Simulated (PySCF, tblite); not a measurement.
# C5H4N2S: excited states, first hyperpolarisability

What do calculations give for the excited states, first hyperpolarisability of C5H4N2S (`[C-]#[N+]c1ncc(C)s1`)?

Programs: tblite 0.8.0 and PySCF 2.14.0, with routines of our own; each step states its level. All values are computed. Atoms count from 0.

## (1) The system as given

12 atoms, charge 0, multiplicity 1; geometry from: force field or distance geometry start.

## (2) Geometry optimisation with GFN2-xTB

The job: settings as JSON, then the geometry in Å.

```
{"job": {"kind": "relax", "xc": "GFN2-xTB", "basis": "xTB"}, "charge": 0, "multiplicity": 1}
C      4.277300    -0.370400    -0.813000
N      3.135800    -0.286100    -0.512000
C      1.725700    -0.193800    -0.123200
N      1.295300    -0.388400     1.094900
C     -0.076100    -0.234700     1.157500
C     -0.686300     0.094200    -0.048700
C     -2.114800     0.341500    -0.348700
S      0.515700     0.208300    -1.272300
H     -0.583600    -0.370300     2.096600
H     -2.487900    -0.375100    -1.086100
H     -2.730100     0.224100     0.554600
H     -2.269900     1.350000    -0.725800
```

The run is started by

```bash
$ OMP_NUM_THREADS=1 python excited_run.py task.json out
```

The driver reads the jobs from task.json and runs them one after another.

The program printed:

```text
step      E/eV     max force
  0    -591.62177    2.973
  1    -591.84493    1.745
  2    -591.91294    1.706
  3    -591.93667    2.010
  4    -591.97053    0.743
  5    -591.98964    0.381
  6    -591.99518    0.210
  7    -591.99698    0.160
  8    -591.99954    0.190
  9    -592.00100    0.156
 10    -592.00163    0.065
 11    -592.00194    0.066
 12    -592.00217    0.062
 13    -592.00233    0.043
 14    -592.00245    0.031
 15    -592.00256    0.035
 16    -592.00267    0.047
 17    -592.00275    0.032
 18    -592.00282    0.022
 19    -592.00288    0.029
 20    -592.00293    0.030
 21    -592.00298    0.023
 22    -592.00302    0.015
 23    -592.00303    0.010
 24    -592.00304    0.010
 25    -592.00305    0.008
```

Run time: 0.18 s. Hardware: 1 thread of Intel Xeon Platinum 8375C at 2.90GHz, shared host.

Relaxation path:

```
step  energy from step 0 (eV)  largest force (eV/Å)
   0                   0.0000                2.9729
   1                  -0.2232                1.7454
   2                  -0.2912                1.7062
   3                  -0.3149                2.0104
   4                  -0.3488                0.7430
   5                  -0.3679                0.3811
   6                  -0.3734                0.2096
   7                  -0.3752                0.1604
   8                  -0.3778                0.1896
   9                  -0.3792                0.1558
  10                  -0.3799                0.0649
  11                  -0.3802                0.0664
  12                  -0.3804                0.0619
  13                  -0.3806                0.0431
  14                  -0.3807                0.0305
  15                  -0.3808                0.0352
  16                  -0.3809                0.0469
  17                  -0.3810                0.0323
  18                  -0.3811                0.0221
  19                  -0.3811                0.0287
  20                  -0.3812                0.0298
  21                  -0.3812                0.0228
  22                  -0.3813                0.0146
  23                  -0.3813                0.0100
  24                  -0.3813                0.0105
  25                  -0.3813                0.0079
```

Distances of close pairs at the start and the end, largest changes first:

```
  bond  before (Å)  after (Å)  change (Å)
 N1–C2       1.466      1.336      -0.129
 C2–S7       1.716      1.767      +0.050
 N3–C4       1.381      1.346      -0.035
 C4–C5       1.391      1.365      -0.026
 C2–N3       1.306      1.286      -0.020
 C5–S7       1.719      1.734      +0.015
 C0–N1       1.184      1.170      -0.014
C6–H10       1.099      1.087      -0.012
```

The end geometry stands in the next job.

## (3) Infrared spectrum with GFN2-xTB

The job: settings as JSON, then the geometry in Å.

```
{"job": {"kind": "ir", "xc": "GFN2-xTB", "basis": "xTB"}, "charge": 0, "multiplicity": 1}
C      4.157412    -0.359110    -0.783131
N      3.037837    -0.287046    -0.452297
C      1.750259    -0.197349    -0.106828
N      1.282995    -0.388304     1.075959
C     -0.053282    -0.228587     1.115349
C     -0.657797     0.096471    -0.064426
C     -2.097061     0.333025    -0.332910
S      0.532782     0.212047    -1.319563
H     -0.560204    -0.362995     2.053123
H     -2.468402    -0.371354    -1.076799
H     -2.668967     0.212437     0.583712
H     -2.254374     1.340079    -0.718216
```

The program printed:

```text
mode    cm-1     km/mol
  1      84.0      0.18
  2     107.7      0.52
  3     143.8      1.21
  4     238.9      1.10
  5     285.7      0.60
  6     391.0      0.01
  7     426.4      0.94
  8     463.5      1.39
  9     507.2      0.11
 10     583.1     15.57
 11     642.4      6.59
 12     698.4      4.85
 13     738.9      6.55
 14     818.3      6.28
 15     995.6      0.50
 16    1029.9      5.98
 17    1066.4    108.40
 18    1164.3      9.82
 19    1191.3     40.03
 20    1320.6     16.64
 21    1400.2     13.45
 22    1460.0      9.75
 23    1461.3     14.61
 24    1506.5     51.21
 25    1558.3     58.17
 26    2177.5      0.01
 27    3003.1     10.25
 28    3017.3      7.96
 29    3047.3     10.09
 30    3142.2      8.41
```

Run time: 0.42 s. Hardware: 1 thread of Intel Xeon Platinum 8375C at 2.90GHz, shared host.

Which atoms move in the most intense modes:

```
cm⁻¹  km/mol                                 atoms
 583    15.6             C2 39 %, N3 34 %, C4 14 %
1066   108.4             C2 38 %, H8 34 %, N3 17 %
1191    40.0             H8 44 %, C2 21 %, N3 13 %
1321    16.6                      C4 45 %, N3 35 %
1400    13.4  H9 28 %, H11 28 %, H10 24 %, C6 20 %
1461    14.6           H11 35 %, H9 35 %, H10 12 %
1506    51.2             C5 35 %, C2 20 %, C4 18 %
1558    58.2    C2 42 %, N3 24 %, C5 17 %, C4 11 %
```

## (4) Geometry optimisation at PBE0-D3(BJ)/def2-SVP

Settings changed since step 3:

```diff
@@ -1,2 +1,2 @@
-{"job": {"kind": "ir", "xc": "GFN2-xTB", "basis": "xTB"}, "charge": 0, "multiplicity": 1}
+{"job": {"xc": "PBE0", "basis": "def2-SVP", "d3": "d3bj", "grid": 1, "kind": "geom"}, "charge": 0, "multiplicity": 1}
 C      4.157412    -0.359110    -0.783131
```

The program printed:

```text
step   0  E = -699.74880255  max force = 0.021259
step   1  E = -699.75072510  max force = 0.004774
step   2  E = -699.75076798  max force = 0.001291
step   3  E = -699.75077321  max force = 0.000812
step   4  E = -699.75077835  max force = 0.000170
optimisation converged
```

It took 34 s on 1 thread of Intel Xeon Platinum 8375C at 2.90GHz, shared host.

Along the way:

```
step  energy from step 0 (eV)  largest force component (eV/Å)
   0                   0.0000                          1.0932
   1                  -0.0523                          0.2455
   2                  -0.0535                          0.0664
   3                  -0.0536                          0.0418
   4                  -0.0538                          0.0087
```

Close pairs (by a distance rule), those that changed most:

```
  bond  before (Å)  after (Å)  change (Å)
 C2–S7       1.767      1.742      -0.024
 N1–C2       1.336      1.360      +0.024
 C4–H8       1.074      1.092      +0.017
 N3–C4       1.346      1.359      +0.013
C6–H10       1.087      1.099      +0.012
 C6–H9       1.090      1.101      +0.011
C6–H11       1.090      1.101      +0.011
 C2–N3       1.286      1.296      +0.010
```

The final coordinates are the input of the step that follows.

```
                         at the end point                value
  point group (found at 0.08 Å tolerance)                   Cs
rotational constants (GHz, main isotopes)  5.125, 1.251, 1.012
                        dipole moment (D)                 5.22
```

## (5) Excited states: TDA PBE0/def2-SVPD

The job: settings as JSON, then the geometry in Å.

```
{"job": {"kind": "states", "xc": "PBE0", "basis": "def2-SVPD", "tda": true, "soc": true, "nstates": 8, "ntriplets": 6, "nquad": 4}, "charge": 0, "multiplicity": 1}
C      4.689422    -0.695433    -0.856904
N      3.560498    -0.623657    -0.525120
C      2.251803    -0.532991    -0.166723
N      1.802850    -0.727961     1.033130
C      0.454109    -0.560888     1.066091
C     -0.159321    -0.231593    -0.118243
C     -1.603886     0.009071    -0.384001
S      1.044574    -0.126162    -1.355216
H     -0.082134    -0.690648     2.008205
H     -2.007275    -0.699969    -1.123620
H     -2.172967    -0.112873     0.547921
H     -1.786335     1.026697    -0.762904
```

Level: TDA PBE0/def2-SVPD excited states, vertical, gas phase, spin-orbit mean-field couplings.

The program printed:

```text
coarse grid: 11664 points
cycle   1  E = -699.6380633590  dE =  1.424e+00  |g| = 4.214e-01  |ddm| = 7.119e+00
cycle   2  E = -699.5407463017  dE =  9.732e-02  |g| = 7.762e-01  |ddm| = 3.006e+00
cycle   3  E = -699.6805325822  dE = -1.398e-01  |g| = 1.009e-01  |ddm| = 2.064e+00
cycle   4  E = -699.6823946159  dE = -1.862e-03  |g| = 5.044e-02  |ddm| = 2.080e-01
cycle   5  E = -699.6828733086  dE = -4.787e-04  |g| = 1.806e-02  |ddm| = 7.383e-02
cycle   6  E = -699.6829442679  dE = -7.096e-05  |g| = 5.540e-03  |ddm| = 4.371e-02
cycle   7  E = -699.6829516765  dE = -7.409e-06  |g| = 1.640e-03  |ddm| = 1.741e-02
final grid: 111264 points
cycle   8  E = -699.7575731269  dE = -2.201e-05  |g| = 7.123e-03  |ddm| = 1.144e-01
cycle   9  E = -699.7575544495  dE =  1.868e-05  |g| = 1.085e-02  |ddm| = 3.588e-02
cycle  10  E = -699.7575858839  dE = -3.143e-05  |g| = 1.876e-03  |ddm| = 2.745e-02
cycle  11  E = -699.7575868132  dE = -9.293e-07  |g| = 3.391e-04  |ddm| = 5.015e-03
cycle  12  E = -699.7575868356  dE = -2.242e-08  |g| = 1.451e-04  |ddm| = 8.234e-04
cycle  13  E = -699.7575868401  dE = -4.480e-09  |g| = 5.834e-05  |ddm| = 2.529e-04
cycle  14  E = -699.7575868408  dE = -7.321e-10  |g| = 1.997e-05  |ddm| = 8.925e-05
converged SCF energy = -699.7575868408

Singlet excitations
state   eV       nm        f     d(h-e)  d(exc)  Lambda  PR(NTO)  |dmu|/D   mu/D   main configurations
  1   5.0647   244.8   0.37136   1.095   3.242   0.765   1.171    2.340    7.471   H->L 0.90
  2   5.1820   239.3   0.00006   1.097   2.937   0.532   1.012    2.298    6.016   H-1->L 0.96
  3   5.4373   228.0   0.00027   1.356   3.409   0.451   1.020    3.360    7.251   H->L+1 0.98
  4   5.9986   206.7   0.05660   0.562   3.045   0.667   1.491    1.191    6.376   H-2->L 0.78, H->L+3 0.10
  5   6.1494   201.6   0.00114   1.612   3.545   0.450   1.073                     H->L+2 0.95
  6   6.2369   198.8   0.02313   2.827   3.854   0.485   1.033                     H-3->L 0.96
  7   6.6150   187.4   0.00011   0.728   2.931   0.418   1.180                     H-2->L+1 0.82
  8   6.6710   185.9   0.00005   1.224   3.968   0.357   1.152                     H->L+4 0.90

Triplet excitations (Tamm-Dancoff)
state   eV     d(h-e)  d(exc)  Lambda  PR(NTO)   main configurations
  1   3.2075   0.617   2.956   0.780   1.040   H->L 0.95
  2   4.5797   0.733   2.830   0.526   1.092   H-1->L 0.89
  3   4.6894   0.653   2.783   0.665   1.032   H-2->L 0.95
  4   4.8557   1.216   2.875   0.478   1.119   H-3->L 0.78
  5   5.0957   0.343   2.706   0.791   1.188   H->L+3 0.87
  6   5.1779   1.235   3.266   0.449   1.045   H->L+1 0.94
S1 - T1 = 1.8573 eV

Spin-orbit couplings |<S|Hso|T>| (cm-1)
             T1       T2       T3       T4       T5       T6
S0        0.199   49.717    0.936   28.278    0.230   43.881
S1        0.210   22.924    0.757   10.555    0.182   35.128
S2       17.704    0.355   43.256    2.583   13.597    0.851
S3       32.648    0.133    3.539    0.374   11.020    0.090
S4        0.083   42.538    0.199   18.277    0.027    4.837
S5       18.126    1.192    7.417    1.238    3.278   17.336
S6        1.312    3.047    2.625    1.210    0.893    2.007
S7        4.103    1.658   31.609    0.690    2.128    0.874
S8        9.469    0.168    8.165    0.074    2.884    1.071
T1 sublevels (cm-1): 0.000 0.008 0.021   radiative rates (1/s): 0.00917 0.014 0.669
```

Run time: 37 s. Hardware: 1 thread of Intel Xeon Platinum 8375C at 2.90GHz, shared host; peak memory 0.78 GiB.

From this job:

```
  quantity    value
S1 less T1  1.86 eV
```

## (6) First hyperpolarisability: quadratic response PBE0/def2-SVPD

Settings changed since step 5:

```diff
@@ -1,2 +1,2 @@
-{"job": {"kind": "states", "xc": "PBE0", "basis": "def2-SVPD", "tda": true, "soc": true, "nstates": 8, "ntriplets": 6, "nquad": 4}, "charge": 0, "multiplicity": 1}
+{"job": {"kind": "beta", "xc": "PBE0", "basis": "def2-SVPD", "wavelengths": [1550, 1064, 694.3]}, "charge": 0, "multiplicity": 1}
 C      4.689422    -0.695433    -0.856904
```

With the program's defaults for keys left out, this is: quadratic response PBE0/def2-SVPD first hyperpolarisability, Taylor convention, gas phase.

The program printed:

```text
coarse grid: 11664 points
cycle   1  E = -699.6380633590  dE =  1.424e+00  |g| = 4.214e-01  |ddm| = 7.119e+00
cycle   2  E = -699.5407463017  dE =  9.732e-02  |g| = 7.762e-01  |ddm| = 3.006e+00
cycle   3  E = -699.6805325822  dE = -1.398e-01  |g| = 1.009e-01  |ddm| = 2.064e+00
cycle   4  E = -699.6823946159  dE = -1.862e-03  |g| = 5.044e-02  |ddm| = 2.080e-01
cycle   5  E = -699.6828733086  dE = -4.787e-04  |g| = 1.806e-02  |ddm| = 7.383e-02
cycle   6  E = -699.6829442679  dE = -7.096e-05  |g| = 5.540e-03  |ddm| = 4.371e-02
cycle   7  E = -699.6829516765  dE = -7.409e-06  |g| = 1.640e-03  |ddm| = 1.741e-02
final grid: 111264 points
cycle   8  E = -699.7575731269  dE = -2.201e-05  |g| = 7.123e-03  |ddm| = 1.144e-01
cycle   9  E = -699.7575544495  dE =  1.868e-05  |g| = 1.085e-02  |ddm| = 3.588e-02
cycle  10  E = -699.7575858839  dE = -3.143e-05  |g| = 1.876e-03  |ddm| = 2.745e-02
cycle  11  E = -699.7575868132  dE = -9.293e-07  |g| = 3.391e-04  |ddm| = 5.015e-03
cycle  12  E = -699.7575868356  dE = -2.242e-08  |g| = 1.451e-04  |ddm| = 8.234e-04
cycle  13  E = -699.7575868401  dE = -4.480e-09  |g| = 5.834e-05  |ddm| = 2.529e-04
cycle  14  E = -699.7575868408  dE = -7.321e-10  |g| = 1.997e-05  |ddm| = 8.925e-05
converged SCF energy = -699.7575868408

Lowest singlets (eV, f): 4.8168 0.2842  5.1472 0.0000  5.4264 0.0002

First hyperpolarisability (au)
process     nm      |vector|   parallel      HRS      DR
static         -      467.14     233.98     212.34   3.845
shg       1550.0      533.64     271.64     241.51   3.913
eope      1550.0      487.58     245.53          -       -
shg       1064.0      631.50      327.4      284.2   3.999
eope      1064.0      512.49     259.64          -       -
shg        694.3     1128.34     613.35     498.69    4.27
eope       694.3      587.40     302.23          -       -
```

Run time: 32 s. Hardware: 1 thread of Intel Xeon Platinum 8375C at 2.90GHz, shared host; peak memory 0.71 GiB.

## (7) Results

| quantity | value |
| --- | --- |
| strongest single infrared mode (GFN2-xTB) | 1066 cm⁻¹, 108 km/mol |
| zero-point energy (GFN2-xTB) | 49.6 kcal/mol |
| point group | Cs |
| rotational constants (main isotopes) | 5.12, 1.25, 1.01 GHz |
| S1 less T1 (step 5, TDA PBE0/def2-SVPD) | 1.86 eV |
| β vector (step 6, quadratic response PBE0/def2-SVPD) | static 467, SHG 1550.0 nm 534, SHG 1064.0 nm 632, SHG 694.3 nm 1128 au |

In words: No mode is imaginary among the 30: a minimum at this level. The strongest single mode, at 1066 cm⁻¹, moves mainly C2 and H8. GFN2-xTB is a fitted tight-binding method: band positions and strengths are rough. Its intensities can rank the bands wrongly. Over 4 steps the energy fell by 0.054 eV; of the close pairs, C2–S7 changed most, 1.767 to 1.742 Å (PBE0/def2-SVP). In step 5, the number of triplets below S1 is 4, and the largest singlet-triplet spin-orbit coupling is S0–T2, 49.72 cm⁻¹. β grows from 467 au (static) to 1128 au for doubling at 694.3 nm: normal dispersion, which grows as twice the photon energy moves toward the bright states.
